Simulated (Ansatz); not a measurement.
# CH₇GeNO: a ladder of functionals and wavefunction methods

An exercise on one series of results from a longer session: the logs are not shown, and one member is left open.

Program: Ansatz 0.2.0, Gaussian basis. Level of theory: functionals in def2-TZVPP, the program's frozen cores in correlated methods. These are calculated values, not measurements.

Levels to be run: PBE-D4, r2SCAN-D4, PBE0-D4, B3LYP-D4, ωB97X-V, ωB97M-V, B2PLYP; CCSD(T)/def2-TZVPP; MP2/def2-QZVPP; extrapolation to the limit.

### Structure used throughout

The geometry comes from an earlier relaxation with PBE0-D4 in a triple-zeta def2 set; it is a stationary point, not always the lowest conformer.

SMILES `NC[O][GeH3]`, 11 atoms, charge 0, spin multiplicity 1.

Atoms are counted from 1 here; the program's logs count them from 0.

Bond lengths: N1–C2 1.421 Å, N1–H5 1.012 Å, N1–H6 1.012 Å, C2–O3 1.421 Å, C2–H7 1.098 Å, C2–H8 1.098 Å, O3–Ge4 1.781 Å, Ge4–H9 1.542 Å, Ge4–H10 1.542 Å, Ge4–H11 1.531 Å. Angles: C2–N1–H5 110.7°, C2–N1–H6 110.7°, H5–N1–H6 107.8°, N1–C2–O3 112.1°, N1–C2–H7 108.4°, N1–C2–H8 108.4°, O3–C2–H7 109.8°, O3–C2–H8 109.9°, H7–C2–H8 108.1°, C2–O3–Ge4 118.5°, O3–Ge4–H9 109.2°, O3–Ge4–H10 109.2°, O3–Ge4–H11 105.0°, H9–Ge4–H10 109.7°, H9–Ge4–H11 111.8°, H10–Ge4–H11 111.8°.

The first run:

File in.yaml:

```yaml
crystal:
  periodic: [false, false, false]
  atoms:
    - {symbol: N, position_ang: [-1.243193, 1.597582, 0.716666]}
    - {symbol: C, position_ang: [-0.787192, 0.460627, -0.003355]}
    - {symbol: O, position_ang: [0.540509, 0.099632, 0.352105]}
    - {symbol: Ge, position_ang: [1.283018, -1.307572, -0.449113]}
    - {symbol: H, position_ang: [-0.648570, 2.396752, 0.536855]}
    - {symbol: H, position_ang: [-1.229083, 1.419119, 1.712928]}
    - {symbol: H, position_ang: [-0.837498, 0.686442, -1.077021]}
    - {symbol: H, position_ang: [-1.468621, -0.376117, 0.201115]}
    - {symbol: H, position_ang: [1.333042, -1.057824, -1.969630]}
    - {symbol: H, position_ang: [0.437640, -2.563023, -0.155803]}
    - {symbol: H, position_ang: [2.685349, -1.412717, 0.155752]}
basis:
  gaussian: {orbitals: def2-TZVPP}
hamiltonian: {xc: pbe, dispersion: d4}
output: {forces: true, orbitals: {seedname: orbitals}}
```

On the command line:

```sh
$ ansatz run in.yaml --threads 4 --pin off --events-out ev --progress --plain --max-ram 10444MiB
```

Among the steps run: PBE-D4 (GGA); r2SCAN-D4 (meta-GGA); PBE0-D4 (hybrid); B3LYP-D4 (hybrid); ωB97X-V (range-separated); ωB97M-V (range-separated); B2PLYP (double hybrid); CCSD(T) in def2-TZVPP; MP2 in def2-QZVPP.

One table of the session follows, with a row left open; its other results are not shown here.

It belongs to the step «Atomisation energies». 

```
            method  atomisation energy (kJ/mol)
            PBE-D4                       3714.1
         r2SCAN-D4                       3654.9
           PBE0-D4                            ?
          B3LYP-D4                       3659.9
           ωB97X-V                       3682.3
           ωB97M-V                       3662.3
            B2PLYP                       3621.4
     HF/def2-TZVPP                       2539.4
    MP2/def2-TZVPP                       3604.5
   CCSD/def2-TZVPP                       3525.1
CCSD(T)/def2-TZVPP                       3578.4
           MP2/CBS                       3697.7
       CCSD(T)/CBS                       3671.6
```

Q: Estimate the row for PBE0-D4 from the others.

**Answer.** atomisation energy (kJ/mol): 3640.2. In the column «atomisation energy (kJ/mol)» it lies between B2PLYP (3621.4) and r2SCAN-D4 (3654.9).

To keep in mind: Free atoms (1 N, 1 C, 1 O, 1 Ge, 7 H) were run apart at each level; the atomisation energy is their sum less the molecule, without zero-point or spin-orbit terms.
